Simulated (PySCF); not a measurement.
# RuSH₂: structure of the quintet

Aim: relax RuSH₂ as a quintet from a T-shaped (ligand arrangement 2) start, check by its vibrations whether the end is a minimum, and collect its spectrum and constants.

Method: PBE0, basis Ru def2-TZVP with ECP28, S def2-TZVP, H def2-TZVP, scalar-relativistic core potentials, no spin–orbit coupling, density fitting; program: PySCF 2.14.0.

### 1 The starting structure

4 atoms, charge 0, spin multiplicity 5.

Bond lengths: Ru1–S2 2.080 Å, Ru1–H3 1.570 Å, Ru1–H4 1.570 Å. Angles: S2–Ru1–H3 88.0°, S2–Ru1–H4 88.0°, H3–Ru1–H4 176.0°.

```xyz
4
charge 0 multiplicity 5
Ru    0.0000    0.0000   -0.4902
S     0.0000    0.0000    1.5898
H     1.5690    0.0000   -0.4354
H    -1.5690    0.0000   -0.4354
```

### 2 T-shaped (ligand arrangement 2) start, quintet: relaxation

One driver script runs all steps and calls PySCF; scf.py shows how it sets up the SCF of each step. The optimiser is the driver's own. Before each start the driver seeks the lowest SCF state from one or more starting densities and follows internal instabilities, so scf.py alone need not reach the same state.

The program finds C2v symmetry in the start, which this walk keeps. The walk stops when the largest gradient is under 0.0003 Eh/bohr and the energy has settled too.

File scf.py:

```python
from pyscf import gto, scf, dft
mol = gto.M(atom='''
Ru     0.000000     0.000000    -0.490186
S      0.000000     0.000000     1.589814
H      1.569000    -0.000000    -0.435386
H     -1.569000     0.000000    -0.435386''',
    basis={'Ru': 'def2-TZVP', 'S': 'def2-TZVP', 'H': 'def2-TZVP'},
    ecp={'Ru': 'def2-TZVP'},
    charge=0, spin=4)
mf = dft.UKS(mol, xc='PBE0')
mf.grids.atom_grid = (50, 194)
aux = {'Ru': 'def2-universal-JKFIT', 'S': 'def2-universal-JKFIT', 'H': 'def2-universal-JKFIT'}
mf = mf.density_fit(auxbasis=aux)
mf.kernel()
```

After this run come: Is it a minimum? Harmonic modes; Following the imaginary mode; Hessian and properties.

What does the calculation give? Wanted: minimum; geometry; wavenumbers; dipole moment; highest occupied, lowest empty level; polar-tensor charge of Ru1; zero-point energy; atomisation energy; ⟨S²⟩.

As calculated:

```
                                          quantity                                                              value
                                           minimum                                                        quintet, Cs
                                          geometry  Ru–H 1.662 Å (×2), Ru–S 2.069 Å; H–Ru–H 143.9°, H–Ru–S 89.2° (×2)
                                wavenumbers (cm⁻¹)     317 (a''), 544 (a'), 627 (a'), 787 (a'), 1655 (a''), 1905 (a')
                                     dipole moment                                                             2.50 D
highest occupied, lowest empty level (either spin)                                                    -5.94, -3.58 eV
                        polar-tensor charge of Ru1                                                            +0.57 e
                                 zero-point energy                                                        34.9 kJ/mol
                               entropy at 298.15 K                                                    288.5 J/(mol K)
         atomisation energy (no zero-point energy)                                                         793 kJ/mol
                                              ⟨S²⟩                                                              6.018
```

What this shows: From C2v at the start the molecule goes to a Cs minimum, after a stop at a second-order saddle point 29.6 kJ/mol higher, from which it was pushed off along an imaginary mode. In the infrared the band at 1655 cm⁻¹ (a'', stretch) leads. Most of the spin sits on Ru1 (Mulliken spin 2.68, against 4 for the whole molecule). Other starts or spin states, not run here, may lie lower. One determinant may miss the lowest occupation of an open d or f shell.
